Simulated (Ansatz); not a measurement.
**FH₆N₃Si: how energies converge with the basis set**

One table from this session's results is given with a row withheld; the runs are named, their logs left out.

The runs use Ansatz 0.2.0, Gaussian basis; one geometry, several basis sets.

Levels to be run: PBE0-D4/def2-SVP; ωB97M-V/def2-SVP; PBE0-D4/def2-QZVPP; ωB97M-V/def2-QZVPP; the functionals' def2-TZVPP values are taken from earlier runs.

**The geometry**

The geometry comes from an earlier relaxation with PBE0-D4 in a triple-zeta def2 set; it is a stationary point, not always the lowest conformer.

SMILES `N[Si](N)(N)F`, 11 atoms, charge 0, spin multiplicity 1.

Atoms are counted from 1 here; the program's logs count them from 0.

Bond lengths: N1–Si2 1.699 Å, N1–H6 1.005 Å, N1–H7 1.005 Å, Si2–N3 1.698 Å, Si2–N4 1.698 Å, Si2–F5 1.608 Å, N3–H8 1.004 Å, N3–H9 1.005 Å, N4–H10 1.005 Å, N4–H11 1.004 Å. Angles: Si2–N1–H6 123.1°, Si2–N1–H7 120.2°, H6–N1–H7 112.8°, N1–Si2–N3 110.1°, N1–Si2–N4 110.5°, N1–Si2–F5 108.7°, N3–Si2–N4 110.6°, N3–Si2–F5 108.6°, N4–Si2–F5 108.3°, Si2–N3–H8 120.4°, Si2–N3–H9 123.3°, H8–N3–H9 112.9°, Si2–N4–H10 123.2°, Si2–N4–H11 120.4°, H10–N4–H11 112.9°.

Set-up of the first run:

The input, in.yaml:

```yaml
crystal:
  periodic: [false, false, false]
  atoms:
    - {symbol: N, position_ang: [-1.479797, -0.660943, -0.003954]}
    - {symbol: Si, position_ang: [-0.084248, 0.307640, -0.010522]}
    - {symbol: N, position_ang: [0.807051, 0.058693, 1.413144]}
    - {symbol: N, position_ang: [0.866628, -0.030011, -1.376649]}
    - {symbol: F, position_ang: [-0.528460, 1.851448, -0.074159]}
    - {symbol: H, position_ang: [-2.324305, -0.402493, 0.476217]}
    - {symbol: H, position_ang: [-1.639687, -1.321372, -0.743749]}
    - {symbol: H, position_ang: [0.498814, -0.611150, 2.095066]}
    - {symbol: H, position_ang: [1.441833, 0.739545, 1.792156]}
    - {symbol: H, position_ang: [0.703998, 0.387457, -2.276409]}
    - {symbol: H, position_ang: [1.803571, -0.375817, -1.270445]}
basis:
  gaussian: {orbitals: def2-SVP}
hamiltonian: {xc: pbe0, dispersion: d4}
output: {orbitals: {seedname: orbitals}}
```

Run with:

```sh
ansatz run in.yaml --threads 4 --pin off --events-out ev --progress --plain --max-ram 10444MiB
```

Steps of the session up to this table: PBE0-D4 in def2-SVP; ωB97M-V in def2-SVP; PBE0-D4 in def2-QZVPP; ωB97M-V in def2-QZVPP.

One table of the session follows, with a row left open; its other results are not shown here.

It belongs to the step «Density functionals: the series». 

| functional | basis | HOMO (eV) | LUMO (eV) |
| --- | --- | --- | --- |
| PBE0-D4 | def2-SVP | -7.15 | 1.66 |
| PBE0-D4 | def2-TZVPP | ? | ? |
| PBE0-D4 | def2-QZVPP | -7.55 | 0.40 |
| ωB97M-V | def2-SVP | -9.59 | 3.25 |
| ωB97M-V | def2-TZVPP | -9.92 | 2.23 |
| ωB97M-V | def2-QZVPP | -10.00 | 1.53 |

Estimate the missing values for PBE0-D4, def2-TZVPP.

The run gave: HOMO (eV): -7.48; LUMO (eV): 0.86. In the column «HOMO (eV)» it lies between PBE0-D4, def2-QZVPP (-7.55) and PBE0-D4, def2-SVP (-7.15).
